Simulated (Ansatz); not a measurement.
# Ta2B2O: the cost of one run

Program: Ansatz 0.2.0. Level of theory: DFT PBE, scalar-relativistic, plane waves, PAW. These are calculated values, not measurements.

**1. Starting point**

It takes space group P-3m1 (No. 164, trigonal). The conventional cell has a = 4.118 Å, b = 4.118 Å, c = 4.537 Å, α = 90.00°, β = 90.00°, γ = 120.00°. Around Ta (site symmetry 3m) lie 6 B at 2.39 to 2.80 Å and 3 Ta at 2.69 Å. B (site symmetry 3m) is surrounded by 1 O at 1.42 Å. Around O (site symmetry -3m) lie 2 B at 1.42 Å.

Coordinates:

```
Ta B O
1.0
     4.11775    0.00000    0.00000
    -2.05888    3.56608    0.00000
     0.00000    0.00000    4.53658
Ta B O
2 2 1
Direct
  0.33333 0.66667 0.36191
  0.66667 0.33333 0.63809
  0.00000 0.00000 0.31291
  0.00000 0.00000 0.68709
  0.00000 0.00000 0.00000
```

The cell was relaxed beforehand at this level, from a database cell with other species swapped in; it needn't be the stable form of this composition. At a tolerance of 0.05 Å it has space group P-3m1 (No. 164); it has 13.32 Å³/atom, an uncorrected energy of +0.34 eV/atom over the elements.

**2. Static run: bands, density of states and charges**

Input file input.yaml:

```yaml
crystal:
  lattice:
    - [4.1177548213, 0.0, 0.0]
    - [-2.0588774107, 3.5660802818, 0.0]
    - [0.0, 0.0, 4.5365826383]
  atoms:
    - { symbol: Ta, position: [0.3333333333, 0.6666666667, 0.3619136952] }
    - { symbol: Ta, position: [0.6666666667, 0.3333333333, 0.6380863048] }
    - { symbol: B, position: [0.0, 0.0, 0.3129087975] }
    - { symbol: B, position: [0.0, 0.0, 0.6870912025] }
    - { symbol: O, position: [0.0, 0.0, 0.0] }
basis:
  ecutwfc: 420
kpoints:
  mp_grid: { grid: [12, 12, 8] }
  band_path:
    path:
      - [[0.0, 0.0, 0.0], [0.5, 0.0, 0.0], [0.33333333, 0.33333333, 0.0], [0.0, 0.0, 0.0], [0.0, 0.0, 0.5], [0.5, 0.0, 0.5], [0.33333333, 0.33333333, 0.5], [0.0, 0.0, 0.5]]
      - [[0.5, 0.0, 0.5], [0.5, 0.0, 0.0]]
      - [[0.33333333, 0.33333333, 0.5], [0.33333333, 0.33333333, 0.0]]
    npoints: 14
hamiltonian:
  xc: pbe
scf:
  occupations: { method: gaussian, width: 0.1 }
  n_extra_bands: 12
output:
  forces: true
  stress: true
  eigenvalues: true
  populations: true
  dos: { projected: true, de: 0.02, nscf_kmesh: { grid: [15, 15, 10] } }
  bader: true
  write_density: true
  write_potential: true
  elf: true
  volumetric_format: npy
```

Run with:

```sh
$ ansatz run input.yaml --threads 1 --pin off --max-ram 2560MiB --backend cpu --events-out ev --progress --plain --runs-dir out
```

Q: Estimate wall time and peak memory on 1 thread of Arm Neoverse V2, shared host.

About 2.1 min, with a peak of 0.55 GiB.
